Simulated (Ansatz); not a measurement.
Run this with the Ansatz DFT code, driven from Python and show what comes out.

`tae.py`:
```python
# -*- coding: utf-8 -*-
"""Atomisation energy of C3H3F at the given geometry."""

from collections import Counter

import ansatz


def energy(molecule, charge=0, unpaired=0):
    calc = molecule.calculation().basis(gaussian="def2-SVPD").functional("r2scan")
    if charge:
        calc = calc.charge(charge)
    if unpaired:
        calc = calc.spin("collinear", total=unpaired)
    report = calc.run().report
    if report["published_state_doubts"]:
        print("  doubts:", report["published_state_doubts"])
    return report["free_energy_ev"]

geometry = (
    ansatz.Crystal.molecule()
    .atom("F", [-1.4994, -0.9987, 0.0506])
    .atom("C", [-0.537, -0.1452, -0.4236])
    .atom("C", [0.1215, 0.6794, 0.5029])
    .atom("C", [0.8595, -0.3575, 0.0616])
    .atom("H", [-0.689, 0.1916, -1.4509])
    .atom("H", [0.1309, 1.5451, 1.147])
    .atom("H", [1.6748, -0.9826, 0.0668])
)

# Hund ground states
unpaired = {"F": 1, "C": 2, "H": 1}
counts = Counter(site.symbol for site in geometry.cartesian_sites)
atom_energy = {s: energy(ansatz.Crystal.molecule().atom(s, (0, 0, 0)), 0, unpaired[s]) for s in counts}
whole = energy(geometry, 0, 0)
for s, e in atom_energy.items():
    print(f"{s:2s} x{counts[s]}  {e:14.5f} eV")
print(f"C3H3F: {whole:.5f} eV")
split = sum(counts[s] * e for s, e in atom_energy.items()) - whole
print(f"atomisation energy (no zero-point term): {96.485332 * split:.1f} kJ/mol, {split / sum(counts.values()):.3f} eV an atom")
```

```console
$ python tae.py
F  x1     -2710.49451 eV
C  x3     -1028.27148 eV
H  x3       -13.58417 eV
C3H3F: -5866.56157 eV
atomisation energy (no zero-point term): 2942.8 kJ/mol, 4.357 eV an atom
```

2942.8 kJ/mol from the electronic energies, without the zero-point term.

What to keep in mind:
- Total energies depend on the basis set; only differences at equal settings carry meaning.
- The geometry is a force-field or estimated start, not a minimum of this method, and the basis set is short of its limit. All parts are taken at fixed geometry, without zero-point energy.
- Run time: 6.1 s on 1 thread of Arm Neoverse V1, with other jobs on the host, peak memory 0.19 GiB.

(A comment or docstring line of the script was reworded after the run, the code is as it ran; lines on the test bed's own set-up are left out of the output.)
